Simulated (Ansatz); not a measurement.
# GeH6O2Si2: ionisation energy by level of theory

One table from this session's results is given with a row withheld; the runs are named, their logs left out.

Computed with Ansatz 0.2.0, Gaussian basis. Level: unrestricted cation, the program's frozen cores in correlated methods.

Levels to be run: UKS PBE-D4/def2-TZVPP; UKS r2SCAN-D4/def2-TZVPP; UKS PBE0-D4/def2-TZVPP; UKS B3LYP-D4/def2-TZVPP; UKS wB97X-V/def2-TZVPP; UKS wB97M-V/def2-TZVPP; UKS B2PLYP/def2-TZVPP; UHF-CCSD(T)/def2-TZVPP; UHF-MP2/def2-QZVPP; extrapolation to the limit; then −ε(HOMO) from the neutral's earlier runs with LDA (SPW92), PBE-D4, revPBE-D4, BLYP-D4, r2SCAN-D4, B97M-V, PBE0-D4, B3LYP-D4, r2SCANh-D4, r2SCAN0-D4, HSE06-D4, BHLYP-D4, CAM-B3LYP-D4, LC-ωPBE, ωB97X-V, ωB97M-V.

## The geometry

The geometry comes from an earlier relaxation with PBE0-D4 in a triple-zeta def2 set; it is a stationary point, not always the lowest conformer.

SMILES `[SiH3][O][Ge][O][SiH3]`, 11 atoms, charge 0, spin multiplicity 1.

Atoms are counted from 1 here; the program's logs count them from 0.

Bond lengths: Si1–O2 1.641 Å, Si1–H6 1.490 Å, Si1–H7 1.485 Å, Si1–H8 1.485 Å, O2–Ge3 1.793 Å, Ge3–O4 1.775 Å, O4–Si5 1.651 Å, Si5–H9 1.486 Å, Si5–H10 1.485 Å, Si5–H11 1.486 Å. Angles: O2–Si1–H6 110.7°, O2–Si1–H7 109.5°, O2–Si1–H8 109.5°, H6–Si1–H7 108.9°, H6–Si1–H8 108.9°, H7–Si1–H8 109.4°, Si1–O2–Ge3 139.9°, O2–Ge3–O4 96.5°, Ge3–O4–Si5 133.6°, O4–Si5–H9 111.0°, O4–Si5–H10 107.4°, O4–Si5–H11 111.0°, H9–Si5–H10 109.1°, H9–Si5–H11 109.2°, H10–Si5–H11 109.1°.

The first run:

Input file in.yaml:

```yaml
crystal:
  periodic: [false, false, false]
  atoms:
    - {symbol: Si, position_ang: [0.628475, 1.797845, 1.365640]}
    - {symbol: O, position_ang: [0.639545, 0.570196, 0.277229]}
    - {symbol: Ge, position_ang: [1.759536, -0.237149, -0.867183]}
    - {symbol: O, position_ang: [0.595256, -1.426910, -1.482400]}
    - {symbol: Si, position_ang: [-0.993333, -1.738737, -1.157691]}
    - {symbol: H, position_ang: [1.961786, 2.460947, 1.423781]}
    - {symbol: H, position_ang: [-0.390869, 2.802190, 0.968594]}
    - {symbol: H, position_ang: [0.298090, 1.263896, 2.711418]}
    - {symbol: H, position_ang: [-1.842683, -0.560870, -1.472546]}
    - {symbol: H, position_ang: [-1.407526, -2.878350, -2.014749]}
    - {symbol: H, position_ang: [-1.182877, -2.109958, 0.268508]}
basis:
  gaussian: {orbitals: def2-TZVPP}
total_charge: 1
magnetization: {spin_polarized: true, initial_magnetization: 1}
hamiltonian: {xc: pbe, dispersion: d4}
```

Command:

```console
> ansatz run in.yaml --threads 2 --pin off --events-out ev --progress --plain --max-ram 32768MiB --backend cuda --devices 0, --max-vram 18GiB
```

Among the steps run: Cation, UKS PBE-D4/def2-TZVPP; Cation, UKS r2SCAN-D4/def2-TZVPP; Cation, UKS PBE0-D4/def2-TZVPP; Cation, UKS B3LYP-D4/def2-TZVPP; Cation, UKS wB97X-V/def2-TZVPP; Cation, UKS wB97M-V/def2-TZVPP; Cation, UKS B2PLYP (frozen core)/def2-TZVPP; Cation, UHF-CCSD(T)/def2-TZVPP; Cation, UHF-MP2/def2-QZVPP.

One table of the session follows, with a row left open; its other results are not shown here.

For comparison, −ε(HOMO) of the neutral from earlier runs:

| functional | −ε(HOMO) (eV) |
| --- | --- |
| LDA (SPW92) | 6.96 |
| PBE-D4 | 6.79 |
| revPBE-D4 | 6.72 |
| BLYP-D4 | 6.69 |
| r2SCAN-D4 | 7.08 |
| B97M-V | 7.14 |
| PBE0-D4 | 7.97 |
| B3LYP-D4 | 7.80 |
| r2SCANh-D4 | 7.52 |
| r2SCAN0-D4 | 8.18 |
| HSE06-D4 | 7.57 |
| BHLYP-D4 | ? |
| CAM-B3LYP-D4 | 9.32 |
| LC-ωPBE | 10.57 |
| ωB97X-V | 10.26 |
| ωB97M-V | 10.20 |

**Question.** Estimate the row for BHLYP-D4.

Worked estimate for «−ε(HOMO) (eV)». Against the share of exact exchange, BLYP-D4 (0, 6.69), B3LYP-D4 (0.2, 7.80) give a slope of 5.55 per unit share; at 0.5 the line stands at 9.46.

The run gave: −ε(HOMO) (eV): 9.05. In «−ε(HOMO) (eV)» the line misses by +0.41.
